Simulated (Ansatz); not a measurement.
# BrCl2FHIn: the cost of one run

Program: Ansatz 0.2.0. Level of theory: RKS PBE0/def2-SVP. These are calculated values, not measurements.

## (1) The system as given

Bond lengths: In1–Br2 3.059 Å, In1–Cl3 2.294 Å, In1–Cl4 2.294 Å, In1–F6 2.364 Å. Angles: Br2–In1–Cl3 114.3°, Br2–In1–Cl4 115.1°, Br2–In1–F6 66.9°, Cl3–In1–Cl4 126.7°, Cl3–In1–F6 110.3°, Cl4–In1–F6 106.4°.

Structure file:

```xyz
6

In   -0.5266   -0.5235   -0.4314
Br    1.4903    1.7458   -0.8050
Cl    0.2802   -2.6008   -0.9772
Cl   -2.7269    0.1251   -0.3902
H     1.0586    1.0347    1.0020
F     0.4243    0.2188    1.6019
```

## (2) Pulling towards end A

Springs on the bonds that form and break draw the guess towards this end; the thresholds are loose.

Contents of input.yaml:

```yaml
crystal:
  periodic: [false, false, false]
  atoms:
    - { symbol: In, position_ang: [-0.5266, -0.5235, -0.4314] }
    - { symbol: Br, position_ang: [1.4903, 1.7458, -0.805] }
    - { symbol: Cl, position_ang: [0.2802, -2.6008, -0.9772] }
    - { symbol: Cl, position_ang: [-2.7269, 0.1251, -0.3902] }
    - { symbol: H, position_ang: [1.0586, 1.0347, 1.002] }
    - { symbol: F, position_ang: [0.4243, 0.2188, 1.6019] }
basis:
  gaussian: { orbitals: def2-SVP }
hamiltonian:
  xc: pbe0
relax:
  f_tol: 0.15
  max_steps: 25
  restrain:
    - { distance: [0, 5], at: 3.29, k: 30.0 }
    - { distance: [4, 1], at: 2.81, k: 30.0 }
    - { distance: [0, 1], at: 2.62, k: 30.0 }
    - { distance: [4, 5], at: 0.88, k: 30.0 }
```

The run is started by

```sh
> ansatz run input.yaml --threads 2 --pin off --max-ram 3072MiB --backend cpu --events-out ev --progress --plain --runs-dir out
```

What time and memory should one allow on 2 threads of AMD EPYC 9R14 (Zen 4), shared host?

About 28 s, with a peak of 0.34 GiB.
